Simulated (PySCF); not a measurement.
# C5H9O3P: the cost of one run

Computed with PySCF 2.14.0; each step states its level. No surroundings beyond the atoms listed, unless a continuum is named. Atoms count from 0, parts from 1.

### Step 1. Starting point

18 atoms, charge 0, multiplicity 1; geometry: GFN2-xTB, MD frame. Parts: 1 = atoms 0–11, `C=Cc1cpco1`, charge 0; 2 = atoms 12–14, `O`, charge 0; 3 = atoms 15–17, `O`, charge 0.

### Step 2. Shielding tensors: 500 fs

The job: settings as JSON, then the geometry in Å.

```
{"job": {"kind": "nmr", "xc": "PBE0", "basis": "pcSseg-1", "pop": false}, "charge": 0, "multiplicity": 1, "parts": [{"atoms": "0-11", "charge": 0, "multiplicity": 1}, {"atoms": "12-14", "charge": 0, "multiplicity": 1}, {"atoms": "15-17", "charge": 0, "multiplicity": 1}]}
C      1.749708     1.223477     1.127231
C      0.464290     1.463007     1.303095
C     -0.692584     0.679970     1.304833
C     -1.885896     1.267570     1.656786
P     -3.136208     0.065190     1.809937
C     -2.062745    -1.079026     1.178519
O     -0.770292    -0.663043     1.059247
H      2.033149     0.228970     0.741882
H      2.531640     1.965929     1.097497
H      0.222309     2.461120     1.557397
H     -2.159200     2.222259     1.818813
H     -2.381481    -2.027718     1.010225
O     -3.242587    -0.247059    -1.468593
H     -3.901266    -0.771357    -1.021261
H     -3.614937     0.700007    -1.420652
O     -0.600450    -0.733506    -1.958874
H     -0.102565    -0.047897    -1.551141
H     -1.595476    -0.580796    -1.971583
```

Method: GIAO PBE0/pcSseg-1 NMR shielding, non-relativistic, gas phase.

The run is started by

```bash
$ OMP_NUM_THREADS=1 python cluster_run.py task.json out
```

This one command runs all jobs of the session in turn.

Q: Estimate the wall time and peak memory of this first job on 1 thread of Arm Neoverse V2, shared host.

About 42 s, with a peak of 0.93 GiB.
